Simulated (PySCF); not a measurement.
# C3H7Al: the cost of one run

Programs: PySCF 2.14.0, with density-fitted response routines of our own. Each step states its level of theory. These are calculated values for one molecule in the gas phase, unless marked as measured. Atoms count from 0, in the outputs and in this text.

### Step 1. The molecule as given

11 atoms, charge 0, multiplicity 1; geometry from: GFN2-xTB. The atoms were then displaced at random by about 0.01 Å, so the start is not that level's minimum.

Bonds of the start (Å): Al0–C1 2.00, C1–C2 1.53, C2–C3 1.49, C3–C1 1.50, Al0–H4 1.57, Al0–H5 1.52, C1–H6 1.08, C2–H7 1.05, C2–H8 1.07, C3–H9 1.12, C3–H10 1.06.

### Step 2. Relaxing the molecule at PBE0-D3(BJ)/def2-SVP

What the job is given:

```
{"job": {"xc": "PBE0", "basis": "def2-SVP", "d3": "d3bj", "grid": 1, "shake": 0.01, "kind": "geom"}, "charge": 0, "multiplicity": 1}
Al     1.829620    -0.013890     0.247610
C     -0.087310    -0.403280     0.644450
C     -0.894700    -0.560990    -0.650720
C     -0.954450     0.707760     0.120740
H      2.046860     0.821580    -1.066210
H      3.055780    -0.381110     1.062040
H     -0.493590    -0.949100     1.488980
H     -1.698080    -1.233620    -0.663730
H     -0.330030    -0.512420    -1.561100
H     -1.909890     0.916810     0.659170
H     -0.526090     1.582440    -0.296890
```

On the command line:

```bash
$ OMP_NUM_THREADS=1 python probes_run.py task.json out
```

The driver reads the jobs from task.json and runs them one after another.

Q: Estimate the wall time and peak memory of this first job on 1 thread of Arm Neoverse N1, shared host.

About 28 s, with a peak of 0.4 GiB.
